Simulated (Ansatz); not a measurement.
# SiN₃H₇ (built from SMILES N[SiH](N)N): search for a transition state

Wanted: the transition state of a 1,2-elimination (form H2–H4 and break Si1–H2, N3–H4). The guess is relaxed with those distances held, a saddle search follows, and vibrations and two downhill relaxations check it.

Computed with Ansatz 0.2.0, Gaussian basis. Level: PBE0-D4, def2-SVP first, then def2-TZVP.

114 further runs of the same task are left out: 114 set aside as unsound or not needed.

## 1. Where the work starts

The guess: 11 atoms, charge 0, spin multiplicity 1.

Atoms are counted from 1 here; the program's logs count them from 0.

Bond lengths: Si1–N3 1.649 Å, Si1–N5 1.708 Å, Si1–N6 1.707 Å, N3–H7 1.016 Å, N5–H8 1.004 Å, N5–H9 1.005 Å, N6–H10 1.006 Å, N6–H11 1.004 Å. Angles: N3–Si1–N5 126.5°, N3–Si1–N6 126.4°, N5–Si1–N6 104.3°, Si1–N3–H7 125.7°, Si1–N5–H8 119.7°, Si1–N5–H9 123.7°, H8–N5–H9 111.8°, Si1–N6–H10 123.7°, Si1–N6–H11 119.6°, H10–N6–H11 111.9°.

As a file:

```xyz
11

Si    0.0284    0.1514   -0.0599
H     0.4246   -1.5597   -1.2362
N     0.5978    0.6096   -1.5380
H     0.6756   -0.6912   -1.8543
N     0.9149    0.1010    1.3987
N    -1.6044    0.1376    0.4378
H     0.7402    1.5667   -1.8474
H     1.9185    0.0693    1.3704
H     0.5529   -0.2732    2.2589
H    -1.9153   -0.2264    1.3227
H    -2.3332    0.1149   -0.2528
```

Distances that are to change: H2–H4 1.10 Å, Si1–H2 2.11 Å, N3–H4 1.34 Å.

## 2. Constrained relaxation of the guess

The input, hold/in.yaml:

```yaml
crystal:
  periodic: [false, false, false]
  atoms:
    - {symbol: Si, position_ang: [0.028400, 0.151400, -0.059900]}
    - {symbol: H, position_ang: [0.424600, -1.559700, -1.236200]}
    - {symbol: N, position_ang: [0.597800, 0.609600, -1.538000]}
    - {symbol: H, position_ang: [0.675600, -0.691200, -1.854300]}
    - {symbol: N, position_ang: [0.914900, 0.101000, 1.398700]}
    - {symbol: N, position_ang: [-1.604400, 0.137600, 0.437800]}
    - {symbol: H, position_ang: [0.740200, 1.566700, -1.847400]}
    - {symbol: H, position_ang: [1.918500, 0.069300, 1.370400]}
    - {symbol: H, position_ang: [0.552900, -0.273200, 2.258900]}
    - {symbol: H, position_ang: [-1.915300, -0.226400, 1.322700]}
    - {symbol: H, position_ang: [-2.333200, 0.114900, -0.252800]}
basis:
  gaussian: {orbitals: def2-SVP}
hamiltonian: {xc: pbe0, dispersion: d4}
relax: {f_tol: 0.04, max_steps: 150, escape_saddle: false, constraints: [{distance: [1, 3]}, {distance: [0, 1]}, {distance: [2, 3]}]}
```

Command:

```sh
$ ansatz run in.yaml --threads 4 --pin off --events-out ev --progress --plain --max-ram 9574MiB
```

Further steps of the session: A starting Hessian; Saddle search in the small basis; Saddle search in triple zeta; Checking the order of the point; Relaxing after a step of 0.30 Å one way along the mode; Relaxing after a step of 0.30 Å the other way along the mode.

**Question.** What will these runs give? Wanted: imaginary mode; barrier from the start side; barrier from the end side; energy of the step; pairs that change; zero-point energy at the saddle.

As calculated:

| quantity | value |
| --- | --- |
| imaginary mode | 1076i cm⁻¹ |
| barrier from the start side | 67.4 kcal/mol |
| barrier from the end side | 16.2 kcal/mol |
| energy of the step | +51.2 kcal/mol |
| pairs that change | H2–H4 formed, Si1–H2 broken, N3–H4 broken |
| zero-point energy at the saddle | 2.202 eV |

One imaginary mode, 1076i cm⁻¹, makes this a first-order saddle. Going downhill both ways gives the intended start and end. At PBE0-D4/def2-TZVP the electronic barrier is 67.4 kcal/mol, about 114 kT at 298 K, and the step runs 51.2 kcal/mol uphill. With so stiff a mode tunnelling counts: Wigner's rough correction is a factor of 2.1 at 298 K. A step off the saddle overshot and began above it in energy, so the link to its end is likely but not proven. The ends are the nearest minima, not always the lowest complexes.
